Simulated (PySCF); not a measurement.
# C5H11AlO2: the cost of one run

Programs: PySCF 2.14.0, with routines of our own; each step states its level. All values are computed. Atoms count from 0.

## 1. The system as given

19 atoms, charge 0, multiplicity 1; geometry from: GFN2-xTB.

## 2. Magnetic properties: GIAO KT3/pcSseg-1

Job settings and geometry (Å):

```
{"job": {"kind": "mag", "xc": "KT3", "basis": "pcSseg-1", "isotopologues": 2}, "charge": 0, "multiplicity": 1}
C      2.267631     0.254137    -0.883612
C      2.278481    -0.050601     0.398670
C      1.049116    -0.194182     1.260583
C      1.116350     0.802459     2.423945
O     -0.125068    -0.007402     0.541526
Al    -1.390901     0.471384    -0.394243
O     -2.323403    -0.423412    -1.418230
C     -3.135789    -1.156902    -2.286859
H      1.336087     0.415701    -1.410292
H      3.170966     0.349921    -1.460744
H      3.205373    -0.216632     0.930248
H      1.045049    -1.216235     1.675718
H      0.220540     0.709324     3.033203
H      1.990566     0.610783     3.040557
H      1.165257     1.814582     2.029425
H     -1.813047     1.902210    -0.268650
H     -4.063869    -1.437193    -1.782186
H     -3.380642    -0.553741    -3.164827
H     -2.622505    -2.064951    -2.612473
```

Method: GIAO KT3/pcSseg-1 magnetisability, rotational g tensor and spin-rotation constants, non-relativistic, gas phase.

The run is started by

```console
> OMP_NUM_THREADS=1 python excited_run.py task.json out
```

This one command runs all jobs of the session in turn.

Q: Estimate the wall time and peak memory of this first job on 1 thread of Arm Neoverse N1, shared host.

About 76 s, with a peak of 0.69 GiB.
